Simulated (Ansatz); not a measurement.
What does this script print? It uses Ansatz 0.2.0, Python API.

Contents of `cucl2.extxyz`:
```text
3
Lattice="4.520648 0.0 0.0 0.0 4.520648 0.0 0.0 0.0 4.317712" Properties=species:S:1:pos:R:3 pbc="T T T"
Cu    0.00000000    0.00000000    0.00000000
Cl    2.26032400    0.00000000    0.00000000
Cl    0.00000000    2.26032400    0.00000000
```

`edit.py`
```python
# -*- coding: utf-8 -*-
"""Editing single keys of the input for CuCl2."""

from dataclasses import dataclass
import warnings

import ansatz as az


@dataclass
class RunConfig:
    xc: str = "pbesol"
    occupations: str = "methfessel_paxton"
    k_length: int = 20


opts = RunConfig()

warnings.simplefilter("ignore", az.DeckWarning)

xtal = az.Crystal.from_extxyz("cucl2.extxyz")

base = (
    xtal.calculation()
    .functional(opts.xc)
    .occupations(opts.occupations)
    .kpoints(length=opts.k_length)
    .band_table()
)
typed = base.input()
rows = []
for value in [2, 5, 10]:
    edited = typed.set(az.key.scf.mixing.ndim, value)
    report = az.Session.from_dict(edited).plan().execute().report
    rows.append((value, report["free_energy_ev"], report["n_iterations"], len(report["eigenvalues_ev"][0]) if "eigenvalues_ev" in report else 0))
print("       history            F eV      iterations    bands listed")
for row in rows:
    print(f"{str(row[0]):>14s}  {row[1]:14.5f}  {row[2]:14d}  {row[3]:14d}")
```

Running `python edit.py` prints:
```text
       history            F eV      iterations    bands listed
             2     -8711.16447              11              21
             5     -8711.16447               8              21
            10     -8711.16447               8              21
```

Notes:
- Total energies depend on the potentials; only differences at equal settings carry meaning. A total without «per atom» is that of the cell as typed.
- The cell holds an odd number of electrons and is run without spin, so a magnetic state may lie lower.
- For a metal this k-point mesh is coarse: on a finer one energies can move by several to tens of meV an atom and pressures by half a GPa or more, differences at one mesh by less.
- Without a Hubbard U or exact exchange, semilocal functionals often make such 3d compounds metallic or too weakly gapped.
- This cell is a computed structure, which may not be the phase found in nature.
- The whole script took 6.6 s on 1 thread of Arm Neoverse V1 (shared host), peak memory 0.39 GiB.

(A comment or docstring line of the script was reworded after the run, the code is as it ran; lines on the test bed's own set-up are left out of the output.)
